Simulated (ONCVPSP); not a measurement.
# An ONCV potential for tungsten, from input to tests

Do these settings give a usable potential? It is generated, then checked for transferability, scattering, ghosts and hardness.

Program: ONCVPSP 4.0.1.1 (patched build). Reference atom: PBE, scalar-relativistic, spherical and spin-unpolarised. All values are calculated.

### Step 1. Starting point

Typed settings, in words:

* element: tungsten (W, Z = 74)
* type: optimised norm-conserving Vanderbilt (ONCV)
* frozen core: [Xe]
* valence charge: 20
* reference configuration: 4f14 5d5 6s1
* partial waves: 6s: rc 2.55 bohr, ncon 3, nbas 7, qcut 2.3 1/bohr, 3 projectors, debl 3.3 Ha; p scattering state at 0.05 Ha: rc 2.35 bohr, ncon 3, nbas 6, qcut 3.5 1/bohr, 3 projectors, debl 1.6 Ha; 5d: rc 2.30 bohr, ncon 4, nbas 9, qcut 7 1/bohr, 2 projectors, debl 0.3 Ha; 4f: rc 0.95 bohr, ncon 5, nbas 10, qcut 15.3 1/bohr, 2 projectors, debl 0.6 Ha
* local potential: polynomial inside 0.90 bohr (lpopt 5, dvloc0 0 Ha)
* core correction: Teter function, fcfact 5.25, rcfact 1.35

The outer shells as boxes (Hund's rule for the drawing; the calculation is spin-unpolarised):

```
[Xe] core
4f [↑↓][↑↓][↑↓][↑↓][↑↓][↑↓][↑↓]
5d [↑ ][↑ ][↑ ][↑ ][↑ ]
6s [↑ ]
```

The nodes and maxima of the atom's own shells, from an earlier all-electron run, set the scale for the radii.

All-electron outer shells of the reference configuration (PBE, scalar-relativistic, ld1.x):

```csv
shell,level (eV),outermost node (bohr),outermost maximum (bohr)
5p,-41.41,0.57,1.09
4f,-31.24,–,0.43
6s,-5.15,1.29,2.71
5d,-3.32,0.63,1.52
6p,-1.14,1.55,3.94
```

### Step 2. The generation run

W.dat

```
# ATOM AND REFERENCE CONFIGURATION
# atsym  z   nc   nv     iexc    psfile
  W 74.00   11    3        4      upf
#
#   n    l    f
    1    0    2.00
    2    0    2.00
    2    1    6.00
    3    0    2.00
    3    1    6.00
    3    2   10.00
    4    0    2.00
    4    1    6.00
    4    2   10.00
    5    0    2.00
    5    1    6.00
    4    3   14.00
    5    2    5.00
    6    0    1.00
#
# PSEUDOPOTENTIAL AND OPTIMIZATION
# lmax
    3
#
#   l,   rc,      ep,       ncon, nbas, qcut
    0    2.55    0.00    3    7    2.30
    1    2.35    0.05    3    6    3.50
    2    2.30    0.00    4    9    7.00
    3    0.95    0.00    5   10   15.30
#
# LOCAL POTENTIAL
# lloc, lpopt,  rc(5),   dvloc0
    4    5    0.90    0.00
#
# VANDERBILT-KLEINMAN-BYLANDER PROJECTORs
# l, nproj, debl
    0    3    3.30
    1    3    1.60
    2    2    0.30
    3    2    0.60
#
# MODEL CORE CHARGE
# icmod, fcfact, rcfact
    3    5.25    1.35
#
# LOG DERIVATIVE ANALYSIS
# epsh1, epsh2, depsh
   -3.00    5.00    0.02
#
# OUTPUT GRID
# rlmax, drl
    6.00    0.01
#
# TEST CONFIGURATIONS
# ncnf
    4
# nvcnf
#   n    l    f
    3
    4    3   14.00
    5    2    4.00
    6    0    2.00
#
    3
    4    3   14.00
    5    2    4.00
    6    0    1.00
#
    3
    4    3   14.00
    5    2    4.00
    6    0    0.00
#
    4
    4    3   14.00
    5    2    3.00
    6    0    2.00
    6    1    1.00
#
```

The run is started by

```sh
oncvpsp.x < W.dat > W.out
```

Q: Predict the outcome of this session. Wanted: cutoffs for 1 and 0.1 mHa per electron, occupied waves; bound ghosts; GHOST(+) flags; largest test error; largest phase difference near zero energy, channels read; rms error of d²Exc/dn², without and with the model core; projector energies reset by the program.

**Answer**, as computed:

| quantity | value |
| --- | --- |
| cutoffs for 1 and 0.1 mHa per electron, occupied waves | 412 Ha and 478 Ha |
| bound ghosts | s at -241.70 eV, p at -41.08 eV |
| GHOST(+) flags | s at 147 eV, p at 136 eV |
| largest test error (AE − PS) | -170 meV, for 4f14 5d3 6s2 6p1 |
| largest phase difference near zero energy, channels read | 0.001 rad |
| rms error of d²Exc/dn², without and with the model core | 8.64 and 7.40 mHa |
| projector energies reset by the program | f: -1.148, 0.250 Ha |

What this shows: A bound ghost (s, p) makes it unfit for use: electrons can fall into a state that the atom doesn't have. Close by lies the frozen 5p level (-41.4 eV). The worst unpolarised test, 4f14 5d3 6s2 6p1, is off by 170 meV on 2.5 eV; by total energies transferability rates as poor. It counts as very hard, with 412 Ha needed at the looser tolerance. At the looser tolerance the 4f wave is the slowest; 5d needs 14 Ha. Near zero energy the phases of the channels with partial waves agree within 0.001 rad. The program also flags highly localised states, GHOST(+) (s, p).
